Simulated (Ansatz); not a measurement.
# ClFH5NSi2: up Jacob's ladder to CCSD(T)

One table from this session's results is given with a row withheld; the runs are named, their logs left out.

Program: Ansatz 0.2.0, Gaussian basis. Level of theory: functionals in def2-TZVPP, the program's frozen cores in correlated methods. These are calculated values, not measurements.

Levels to be run: LDA (SPW92), PBE-D4, revPBE-D4, BLYP-D4, r2SCAN-D4, B97M-V, PBE0-D4, B3LYP-D4, r2SCANh-D4, r2SCAN0-D4, HSE06-D4, BHLYP-D4, CAM-B3LYP-D4, LC-ωPBE, ωB97X-V, ωB97M-V, B2PLYP, PBE-QIDH; CCSD(T)/def2-SVP; CCSD(T)/def2-TZVPP; MP2/def2-QZVPP; extrapolation to the limit; RPA on PBE.

## The geometry

All runs share one geometry, relaxed beforehand with PBE0-D4 in a triple-zeta def2 set.

SMILES `F[SiH](Cl)N[SiH3]`, 10 atoms, charge 0, spin multiplicity 1.

Atoms are counted from 1 here; the program's logs count them from 0.

Bond lengths: F1–Si2 1.591 Å, Si2–Cl3 2.041 Å, Si2–N4 1.695 Å, Si2–H6 1.470 Å, N4–Si5 1.736 Å, N4–H7 1.011 Å, Si5–H8 1.486 Å, Si5–H9 1.486 Å, Si5–H10 1.483 Å. Angles: F1–Si2–Cl3 105.7°, F1–Si2–N4 112.7°, F1–Si2–H6 107.1°, Cl3–Si2–N4 109.2°, Cl3–Si2–H6 111.1°, N4–Si2–H6 110.9°, Si2–N4–Si5 127.7°, Si2–N4–H7 115.7°, Si5–N4–H7 116.5°, N4–Si5–H8 111.6°, N4–Si5–H9 110.8°, N4–Si5–H10 106.5°, H8–Si5–H9 108.2°, H8–Si5–H10 109.7°, H9–Si5–H10 110.1°.

As a file:

```xyz
10
charge 0, multiplicity 1
F    -1.2643    0.1218    2.2070
Si    0.1481    0.1452    1.4749
Cl    1.2613    1.5411    2.4634
N     0.0302    0.5816   -0.1586
Si   -0.1704   -0.4686   -1.5266
H     0.7323   -1.1965    1.6182
H     0.0199    1.5751   -0.3476
H    -1.4796   -0.2517   -2.1951
H     0.9046   -0.2436   -2.5271
H    -0.0992   -1.8557   -1.0056
```

The first run:

The input, in.yaml:

```yaml
crystal:
  periodic: [false, false, false]
  atoms:
    - {symbol: F, position_ang: [-1.264265, 0.121759, 2.206985]}
    - {symbol: Si, position_ang: [0.148107, 0.145174, 1.474875]}
    - {symbol: Cl, position_ang: [1.261328, 1.541073, 2.463440]}
    - {symbol: N, position_ang: [0.030205, 0.581572, -0.158574]}
    - {symbol: Si, position_ang: [-0.170352, -0.468550, -1.526580]}
    - {symbol: H, position_ang: [0.732340, -1.196469, 1.618180]}
    - {symbol: H, position_ang: [0.019897, 1.575133, -0.347648]}
    - {symbol: H, position_ang: [-1.479567, -0.251673, -2.195086]}
    - {symbol: H, position_ang: [0.904599, -0.243649, -2.527134]}
    - {symbol: H, position_ang: [-0.099193, -1.855671, -1.005559]}
basis:
  gaussian: {orbitals: def2-TZVPP}
hamiltonian: {xc: lda}
output: {orbitals: {seedname: orbitals}}
```

Command:

```bash
> ansatz run in.yaml --threads 4 --pin off --events-out ev --progress --plain --max-ram 10444MiB
```

Among the steps run: LDA; PBE-D4 (GGA); revPBE-D4 (GGA); BLYP-D4 (GGA); r2SCAN-D4 (meta-GGA); B97M-V (meta-GGA); B3LYP-D4 (hybrid); r2SCANh-D4 (hybrid); r2SCAN0-D4 (hybrid); HSE06-D4 (hybrid); BHLYP-D4 (hybrid); CAM-B3LYP-D4 (range-separated); LC-ωPBE (range-separated); ωB97X-V (range-separated); ωB97M-V (range-separated); B2PLYP (double hybrid); PBE-QIDH (double hybrid).

One table of the session follows, with a row left open; its other results are not shown here.

It belongs to the step «Frontier levels by functional». 

```
  functional  HOMO (eV)  gap (eV)
 LDA (SPW92)      -7.03      5.92
      PBE-D4      -6.89      6.03
   revPBE-D4      -6.84      6.08
     BLYP-D4      -6.76      6.01
   r2SCAN-D4      -7.22      6.79
      B97M-V      -7.35      6.62
     PBE0-D4      -8.28      8.26
    B3LYP-D4          ?         ?
  r2SCANh-D4      -7.73      7.58
  r2SCAN0-D4      -8.51      8.75
    HSE06-D4      -7.88      7.48
    BHLYP-D4      -9.58     10.35
CAM-B3LYP-D4      -9.67     10.59
     LC-ωPBE     -11.08     13.19
     ωB97X-V     -10.71     12.65
     ωB97M-V     -10.58     12.16
```

Estimate the missing values for B3LYP-D4.

Worked estimate for «HOMO (eV)». Against the share of exact exchange, BLYP-D4 (0, -6.76), BHLYP-D4 (0.5, -9.58) give a slope of -5.64 per unit share; at 0.2 the line stands at -7.89.

The run gave: HOMO (eV): -8.04; gap (eV): 7.79. In «HOMO (eV)» the line misses by +0.15.
